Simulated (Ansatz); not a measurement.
Crystal: CsLiCr2Te2S3.

```xyz
9
Lattice="3.4216 -5.1807 0.0078 3.4216 5.1807 0.0078 -2.9041 0.0000 7.4309" Properties=species:S:1:pos:R:3 pbc="T T T"
Cs    0.6167    0.0000    0.0649
Li    2.4219    0.0000    4.1212
Cr    0.1728    2.1297    4.1498
Cr    0.1728   -2.1297    4.1498
Te    4.0786    1.5993    2.1688
Te    4.0786   -1.5993    2.1688
S     2.0049   -2.1476    5.4598
S     2.0049    2.1476    5.4598
S     0.0600    0.0000    3.5978
```

The cell was built by a generator and needn't be a form met in nature.

| Property | Result |
| --- | --- |
| Program | Ansatz 0.2.0 |
| Task | relaxation of cell and atoms |
| Functional | r2SCAN |
| Dispersion | D4 |
| Potentials or basis | Ansatz PAW |
| Cutoff | 500 eV (not typed: the program's choice for these potentials) |
| k mesh | 4 × 4 × 3 |
| Occupations | fermi-dirac, width 0.05 eV |
| Spin | collinear spin, ferromagnetic start |
| Starting moments | [0.0, 0.0, 3.0, 3.0, 0.0, 0.0, 0.0, 0.0, 0.0] μB |

At the start: volume 29.30 Å³/atom.

Where does the relaxation end?

It ends after 8 steps and the volume is 27.93 Å³/atom (-4.7 %); space group Cm (No. 8, to 0.05 Å); moment 4.09 μB per cell.

Step by step:
```csv
step,energy change (eV),largest force (eV/Å),volume (Å³)
1,0.0000,0.1584,263.68
2,-0.0262,0.0730,259.40
3,-0.0419,0.0521,250.76
4,-0.0436,0.0303,250.93
5,-0.0452,0.0279,251.58
6,-0.0456,0.0136,251.63
7,-0.0458,0.0057,251.38
8,-0.0442,0.0057,251.38
```

Final structure:
```yaml
crystal:
  lattice:
    - [3.41587, -5.19396, 0.02119]
    - [3.41587, 5.19396, 0.02119]
    - [-2.86941, 0.00000, 7.06655]
  atoms:
    - { symbol: Cs, position: [0.09636, 0.09636, 0.99916] }
    - { symbol: Li, position: [0.58794, 0.58794, 0.55840] }
    - { symbol: Cr, position: [0.06109, 0.47337, 0.56086] }
    - { symbol: Cr, position: [0.47337, 0.06109, 0.56086] }
    - { symbol: Te, position: [0.55253, 0.85667, 0.27596] }
    - { symbol: Te, position: [0.85667, 0.55253, 0.27596] }
    - { symbol: S, position: [0.81795, 0.40856, 0.74502] }
    - { symbol: S, position: [0.40856, 0.81795, 0.74502] }
    - { symbol: S, position: [0.21297, 0.21297, 0.48780] }
```

Caveat: the magnetic or orbital state may not be the lowest; the plane-wave basis is chosen anew once the cell has moved, so the energies of steps on either side of that aren't comparable; only a ferromagnetic start was run, and an antiferromagnetic order may lie lower in energy; pairwise dispersion overbinds metals, which lowers pressure and volume; the PAW data sets come from PBE, with cores solved anew for the run's functional, which leaves a small shift of forces and pressure.
